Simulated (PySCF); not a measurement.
The system is Cl2C2BrH, in a box.

```xyz
6
Lattice="12.0000 0.0000 0.0000 0.0000 13.0000 0.0000 0.0000 0.0000 12.0000" Properties=species:S:1:pos:R:3 pbc="T T T"
Cl    6.1966    4.5696    7.3068
C     6.5041    6.1599    6.8236
C     5.9480    6.7122    5.7249
Cl    4.9340    5.8530    4.6102
Br    6.2219    8.5245    5.2738
H     7.0407    6.7597    7.4892
```

The cell isn't the ideal one: atoms moved at random, drawn with an rms of 0.05 Å.

Base run:

* Program: PySCF 2.14.0
* Functional: wB97X
* Potentials or basis: pob-tzvp-rev2 (all-electron)
* k mesh: 1 × 1 × 1
* Occupations: fixed
* Spin: no spin polarisation

Its results: gap between the frontier levels 11.01 eV.

Q: After a change of settings the same cell gave: gap between the frontier levels 6.04 eV. Which change was it?
A. functional from wB97X to PBE
B. functional from wB97X to B3LYP5; dispersion from none to D3(OP)
C. functional from wB97X to SCAN; dispersion from none to D3
D. functional from wB97X to PBEsol; dispersion from none to D3(BJ)

A: B.

Caveats: this is a molecule in a periodic box at the Γ point, so its band gap is the HOMO-LUMO gap; relativity is left out, which matters for the heavier elements; the basis of atomic orbitals isn't converged, which shifts pressures, moduli and gaps.
